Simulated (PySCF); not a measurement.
# C4H8BFSe: the cost of one run

Computed with PySCF 2.14.0, with density-fitted response routines of our own, on a single molecule in the gas phase. Atoms are numbered from 0 throughout.

### Step 1. The starting structure

15 atoms, charge 0, multiplicity 1; geometry from: GFN2-xTB.

Bonds of the start (Å): C0–C1 1.52, C1–C2 1.53, C2–Se3 1.99, Se3–C4 2.04, C4–B5 1.56, B5–F6 1.32, C4–C1 1.53, C0–H7 1.09, C0–H8 1.09, C0–H9 1.09, C1–H10 1.09, C2–H11 1.09, C2–H12 1.09, C4–H13 1.09, B5–H14 1.17.

### Step 2. Excited states and response: CAM-B3LYP/def2-SVPD

What the job is given:

```
{"job": {"kind": "uv", "xc": "CAM-B3LYP", "basis": "def2-SVPD", "nstates": 8, "ntriplets": 3}, "charge": 0, "multiplicity": 1}
C     -0.791053     1.474588    -0.360835
C     -0.549108     0.048391    -0.828052
C     -1.115999    -1.039859     0.086092
Se     0.404601    -2.275488    -0.246809
C      0.918077    -0.394689    -0.842181
B      1.843397    -0.215418     0.399864
F      3.135047    -0.461452     0.245103
H     -1.857840     1.688934    -0.347200
H     -0.390684     1.624056     0.638418
H     -0.305232     2.177147    -1.034421
H     -0.969301    -0.073365    -1.831413
H     -1.125322    -0.752640     1.136580
H     -2.079996    -1.453182    -0.202472
H      1.394530    -0.400410    -1.821563
H      1.484469     0.061377     1.481320
```

With the program's defaults for keys left out, this is: TDDFT CAM-B3LYP/def2-SVPD, vertical, gas phase, core orbitals frozen in the response.

Launch:

```bash
$ OMP_NUM_THREADS=1 python probes_run.py task.json out
```

The driver reads the jobs from task.json and runs them one after another.

Q: Estimate the wall time and peak memory of this job on 1 thread of Arm Neoverse N1, shared host.

About 2 min, with a peak of 1 GiB.
